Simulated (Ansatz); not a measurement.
# CH6AlNSi: rigid scan of one bond length in Python

How does the energy of CH6AlNSi change as one bond is stretched? A script is to give a rigid scan of one bond length; the system is CH6AlNSi.

Computed with Ansatz 0.2.0, driven from Python. Level of theory: PBE0/cc-pVDZ.

### 1 The structure

Bond lengths: Si1–N2 1.741 Å, N2–C3 1.470 Å, N2–Al4 1.982 Å, C3–Al4 1.979 Å, Si1–H5 1.480 Å, Si1–H6 1.519 Å, Si1–H7 1.505 Å, C3–H8 1.142 Å, C3–H9 1.060 Å, Al4–H10 1.522 Å. Angles (14 of 18 angles, heavy atoms first): Si1–N2–C3 109.9°, Si1–N2–Al4 106.6°, C3–N2–Al4 68.1°, N2–C3–Al4 68.3°, N2–Al4–C3 43.6°, N2–Si1–H5 115.1°, N2–Si1–H6 110.1°, N2–Si1–H7 110.2°, N2–C3–H8 109.0°, N2–C3–H9 117.6°, Al4–C3–H8 109.8°, Al4–C3–H9 123.3°, N2–Al4–H10 150.4°, C3–Al4–H10 149.0°.

No structure file is read: the coordinates are typed or built in the script.

### 2 The code

Input file scan.py:

```python
"""Potential curve of CH6AlNSi along one bond."""

import ansatz as az
import numpy as np

geometry_ang = [
    ("Si", (-0.964, 0.9825, -0.3814)),
    ("N", (0.3304, 0.4436, 0.6509)),
    ("C", (0.2294, -1.008, 0.8627)),
    ("Al", (1.593, -0.561, -0.4994)),
    ("H", (-1.4871, -0.0373, -1.3185)),
    ("H", (-2.1317, 1.4727, 0.4567)),
    ("H", (-0.524, 2.1763, -1.1857)),
    ("H", (0.7394, -1.2767, 1.8482)),
    ("H", (-0.6939, -1.4755, 0.6313)),
    ("H", (2.9917, -0.7678, -1.0619)),
]
molecule = az.Crystal.molecule()
for symbol, xyz in geometry_ang:
    molecule = molecule.atom(symbol, xyz)

symbols = [site.symbol for site in molecule.cartesian_sites]
start = np.array([site.position_ang for site in molecule.cartesian_sites])
axis = (start[7] - start[2]) / np.linalg.norm(start[7] - start[2])
moving = [7]
lengths, energies = [1.005, 1.05, 1.096, 1.142, 1.187, 1.233, 1.279, 1.347], []
for length in lengths:
    xyz = start.copy()
    xyz[moving] += (length - np.linalg.norm(start[7] - start[2])) * axis
    point = az.Crystal.molecule()
    for symbol, xyz in zip(symbols, xyz):
        point = point.atom(symbol, xyz.tolist())
    calc = (
        point.calculation()
        .basis(gaussian="cc-pVDZ")
        .functional("pbe0")
    )
    summary = calc.run(threads=1, backend="cpu").report
    energies.append(summary["free_energy_ev"])
    print(f"r = {length:6.3f} A  E = {energies[-1]:.5f} eV  <S^2> = {abs(summary['mean_field']['state']['spin_squared']):.3f}")

# quartic fit about the minimum
fit = np.polynomial.Polynomial.fit(lengths, np.array(energies) - min(energies), 4).convert()
roots = [r.real for r in fit.deriv().roots() if abs(r.imag) < 1e-9 and fit.deriv(2)(r.real) > 0]
r_e = min(roots, key=lambda r: abs(r - lengths[int(np.argmin(energies))]))
print(f"minimum of the fit at {r_e:.4f} A, force constant {fit.deriv(2)(r_e):.2f} eV/A^2")
```

### 3 The calls as engine input

The engine receives this input (first run):

```yaml
crystal:
  periodic: [false, false, false]
  atoms:
    - { symbol: Si, position_ang: [-0.964, 0.9825, -0.3814] }
    - { symbol: "N", position_ang: [0.3304, 0.4436, 0.6509] }
    - { symbol: C, position_ang: [0.2294, -1.008, 0.8627] }
    - { symbol: Al, position_ang: [1.593, -0.561, -0.4994] }
    - { symbol: H, position_ang: [-1.4871, -0.0373, -1.3185] }
    - { symbol: H, position_ang: [-2.1317, 1.4727, 0.4567] }
    - { symbol: H, position_ang: [-0.524, 2.1763, -1.1857] }
    - { symbol: H, position_ang: [0.6783304505700587, -1.2445247295454407, 1.7301920765427312] }
    - { symbol: H, position_ang: [-0.6939, -1.4755, 0.6313] }
    - { symbol: H, position_ang: [2.9917, -0.7678, -1.0619] }
basis:
  gaussian:
    orbitals: cc-pVDZ
hamiltonian:
  xc: pbe0
```

### 4 The run

Command:

```console
$ python scan.py
```

Q: Predict the main results. Wanted: range of energy; lowest point, distance.

**Answer**, as computed:

| quantity | value |
| --- | --- |
| bond length at the fit's minimum | 1.0995 Å |
| runs compared | 8 |
| range of energy | 0.644 eV |
| lowest point, distance (Å) | 1.10 |

**Reading.** The curve has its lowest point inside the range, at 1.10. The ends stand 0.179 and 0.644 eV above it. The distance scanned is the script's pair 2, 7. The settings weren't tested for convergence. The rest of the molecule is held rigid at a force-field or estimated start geometry, and the basis set is modest; single-reference methods fail as a bond breaks.
